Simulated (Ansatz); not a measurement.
# C2H6GeO: a ladder of functionals and wavefunction methods

How much do the methods differ for C2H6GeO? The plan is to run it at one geometry with functionals of several rungs and with coupled cluster, and see how far each lands from CCSD(T) at the basis-set limit for the atomisation energy.

The runs use Ansatz 0.2.0, Gaussian basis; functionals in def2-TZVPP, the program's frozen cores in correlated methods.

The runs, in order: LDA (SPW92), PBE-D4, revPBE-D4, BLYP-D4, r2SCAN-D4, B97M-V, PBE0-D4, B3LYP-D4, r2SCANh-D4, r2SCAN0-D4, HSE06-D4, BHLYP-D4, CAM-B3LYP-D4, LC-ωPBE, ωB97X-V, ωB97M-V, B2PLYP, PBE-QIDH; CCSD(T)/def2-SVP; CCSD(T)/def2-TZVPP; MP2/def2-QZVPP; extrapolation to the limit; RPA on PBE.

**1. The relaxed structure**

An earlier PBE0-D4 in a triple-zeta def2 set relaxation fixed the geometry.

SMILES `C=C[O][GeH3]`, 10 atoms, charge 0, spin multiplicity 1.

Atoms are counted from 1 here; the program's logs count them from 0.

Bond lengths: C1–C2 1.326 Å, C1–H5 1.081 Å, C1–H6 1.083 Å, C2–O3 1.350 Å, C2–H7 1.092 Å, O3–Ge4 1.792 Å, Ge4–H8 1.537 Å, Ge4–H9 1.538 Å, Ge4–H10 1.529 Å. Angles: C2–C1–H5 119.6°, C2–C1–H6 121.4°, H5–C1–H6 119.0°, C1–C2–O3 123.1°, C1–C2–H7 120.7°, O3–C2–H7 116.1°, C2–O3–Ge4 120.4°, O3–Ge4–H8 108.7°, O3–Ge4–H9 107.7°, O3–Ge4–H10 104.2°, H8–Ge4–H9 110.8°, H8–Ge4–H10 112.3°, H9–Ge4–H10 112.9°.

**2. LDA**

This LDA is Slater exchange with PW92 correlation.

File in.yaml:

```yaml
crystal:
  periodic: [false, false, false]
  atoms:
    - {symbol: C, position_ang: [1.885160, 0.223070, 0.964223]}
    - {symbol: C, position_ang: [0.623767, 0.309537, 0.564734]}
    - {symbol: O, position_ang: [0.221406, -0.016378, -0.682100]}
    - {symbol: Ge, position_ang: [-1.506718, -0.349897, -1.019549]}
    - {symbol: H, position_ang: [2.151409, 0.532007, 1.965352]}
    - {symbol: H, position_ang: [2.661948, -0.141423, 0.303670]}
    - {symbol: H, position_ang: [-0.150883, 0.681402, 1.238564]}
    - {symbol: H, position_ang: [-1.845341, -1.758499, -0.506632]}
    - {symbol: H, position_ang: [-2.339317, 0.714320, -0.284407]}
    - {symbol: H, position_ang: [-1.618333, -0.245138, -2.540857]}
basis:
  gaussian: {orbitals: def2-TZVPP}
hamiltonian: {xc: lda}
output: {orbitals: {seedname: orbitals}}
```

The runs that follow: PBE-D4 (GGA); revPBE-D4 (GGA); BLYP-D4 (GGA); r2SCAN-D4 (meta-GGA); B97M-V (meta-GGA); PBE0-D4 (hybrid); B3LYP-D4 (hybrid); r2SCANh-D4 (hybrid); r2SCAN0-D4 (hybrid); HSE06-D4 (hybrid); BHLYP-D4 (hybrid); CAM-B3LYP-D4 (range-separated); LC-ωPBE-D4 (range-separated); ωB97X-V (range-separated); ωB97M-V (range-separated); B2PLYP (double hybrid); PBE-QIDH (double hybrid); CCSD(T) in def2-SVP; CCSD(T) in def2-TZVPP; MP2 in def2-QZVPP; RPA on PBE orbitals.

Before running them: what should the planned runs give, taken together? Wanted: atomisation energy, CCSD(T)/CBS; farthest beyond LDA; mean size of error, GGA; mean size of error, meta-GGA; mean size of error, hybrid; mean size of error, range-separated; mean size of error, double hybrid; gap, smallest and largest; T1 diagnostic.

The runs gave:

| quantity | value |
| --- | --- |
| atomisation energy, CCSD(T)/CBS | 3580.8 kJ/mol |
| functionals within 35.8 kJ/mol (1.0 %) | BLYP-D4, r2SCAN-D4, B97M-V, PBE0-D4, B3LYP-D4, r2SCANh-D4, HSE06-D4, CAM-B3LYP-D4, LC-ωPBE, ωB97X-V, ωB97M-V, PBE-QIDH |
| farthest beyond LDA | BHLYP-D4 (-116.2 kJ/mol) |
| mean size of error, GGA | 34.3 kJ/mol |
| mean size of error, meta-GGA | 11.4 kJ/mol |
| mean size of error, hybrid | 38.5 kJ/mol |
| mean size of error, range-separated | 12.7 kJ/mol |
| mean size of error, double hybrid | 37.6 kJ/mol |
| gap, smallest and largest | 4.50 eV (LDA (SPW92)), 11.61 eV (LC-ωPBE) |
| T1 diagnostic | 0.0126 |
| triples share of the correlation energy | 3.8 % |

**Reading.** LDA overbinds by 523.7 kJ/mol (15 %). PBE-D4 is off by +53.2 kJ/mol. Double hybrids carry the basis error of their MP2 part in triple zeta, and no dispersion term here, so their miss is partly the set-up's. The rungs meta-GGA, range-separated, GGA miss on average by less than the doubt on the reference (35.8 kJ/mol), so they tie. The reference freezes the cores and leaves out relativity and excitations past (T), and its outer-core shells are covered unevenly, so misses under about 35.8 kJ/mol can't be ranked. Hartree-Fock recovers 72 % of the binding; the rest is correlation. CCSD(T) in def2-SVP is off by -184.9 kJ/mol, so the small basis spoils what the method gains. Orbital gaps span 4.5 to 11.6 eV; exact exchange widens them. Correlated methods include outer-core shells of Ge, which these sets cover unevenly.
